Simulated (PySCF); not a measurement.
Runs of PySCF 2.14.0 on F3CCl. The cell holds a molecule in a box, 5 atoms: a = 12.000 Å, b = 12.000 Å, c = 12.000 Å, α = 90.00°, β = 90.00°, γ = 90.00°. 

| task | level | conv_tol | exxdiv | grid for exchange and correlation | frozen core bands | three-body dispersion term | gap on the mesh (eV) |
| --- | --- | --- | --- | --- | --- | --- | --- |
| atomic charges | LC-wPBE | 1e-07 Ha | ewald | Becke, atom-centred | - | - | (a) |
| MP2 correlation energy | HF | 1e-08 Ha | ewald | - | 9 | - | 19.37 |
| atomic charges | TPSS+D3(BJ) | 1e-07 Ha | - | Becke, atom-centred | - | no | 8.25 |
| atomic charges | rSCAN+D3(BJ) | 1e-07 Ha | - | Becke, atom-centred | - | no | 8.56 |

Alike in all rows: potentials or basis def2-svp (all-electron); no spin polarisation; cell as given; k mesh 1 × 1 × 1; smearing fixed.

Question: Fill in the values left out.

Answer: (a) 16.42.

Caveats: this is a molecule in a periodic box at the Γ point, so its band gap is the HOMO-LUMO gap; the basis of atomic orbitals isn't converged, which shifts pressures, moduli and gaps; the basis is small and the box finite, so much correlation energy is missing and levels can be off by tenths of an eV (some runs); these D3(BJ) parameters were fitted with the three-body term, which the run leaves out (some runs).

A k mesh can miss the band edges.

Not every run made on this cell is shown here.
